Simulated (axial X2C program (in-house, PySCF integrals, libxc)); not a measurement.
# TaCl: properties at the nuclei

Wanted for TaCl: properties at the nuclei, at the two-component level.

Method: two-component X2C with atomic mean-field terms, Ta dyall-acv3z, Cl dyall-av3z; program: an in-house X2C program for linear molecules on PySCF integrals.

All values are calculated.

### 1 Input

task.json

```json
{
 "zs": [
  73,
  17
 ],
 "q": 0,
 "bas": [
  "dyall-acv3z",
  "dyall-av3z"
 ],
 "r0": 2.45,
 "levels": [
  "PBE0",
  "HF",
  "B3LYP"
 ],
 "nst": 1,
 "ff": 1,
 "thr": -3.5,
 "nmax": 130,
 "opt": {
  "ecut": 60
 }
}
```

Keys: zs atomic numbers; q charge; bas basis sets; r0 starting distance in Å; levels methods (HF also brings MP2); nst determinants followed; ff finite-field run; thr threshold in hartree for freezing inner shells (an s shell follows its p shell); nmax most natural virtual spinors; ecut virtual cutoff in hartree.

Run with:

```bash
python soeom.py task.json out
```

After this run come: Expectation values, lowest determinant; Finite-field coupled cluster.

Before running it: what results should come out? Wanted: lowest determinant; Eeff magnitude; Ws magnitude Ta; A∥/gI Ta; qzz Ta (for each run or level that gives them).

The runs gave:

| quantity | value |
| --- | --- |
| lowest determinant | Ω = 1 (excess of +ω over −ω: ω = -3/2, ω = 5/2) |
| Eeff magnitude (GV/cm), PBE0 | 26.5 |
| Ws magnitude Ta (kHz), PBE0 | 25.4 |
| A∥/gI Ta (MHz), PBE0 | 4400 |
| qzz Ta (a.u.), PBE0 | 1.05 |
| Eeff magnitude (GV/cm), CCSD(T) | 13.6 |
| Ws magnitude Ta (kHz), CCSD(T) | 11.9 |
| A∥/gI Ta (MHz), CCSD(T) | 3960 |
| qzz Ta (a.u.), CCSD(T) | -0.25 |

What this shows: In the first state, the effective field runs from 20.8 to 37.6 GV/cm over the mean-field levels. The expectation values come from single determinants, which for open shells can mix terms of unlike spin or miss the lowest Ω, so a determinant need not be a state. Eeff is the effective electric field on the electron dipole moment in this Ω state and Ws the scalar–pseudoscalar constant (defined with the proton number Z and per Ω); A∥ is the parallel hyperfine constant, which follows by multiplying with the nuclear g factor gI = μI/(I μN); qzz is the electric field gradient, eQq0 = 234.96 MHz × Q/barn × qzz; μ is positive if Cl is the positive end. The operators were transformed with the bare-nucleus X2C matrices. Correlation of the inner shells is missing, which matters for properties at the nucleus.
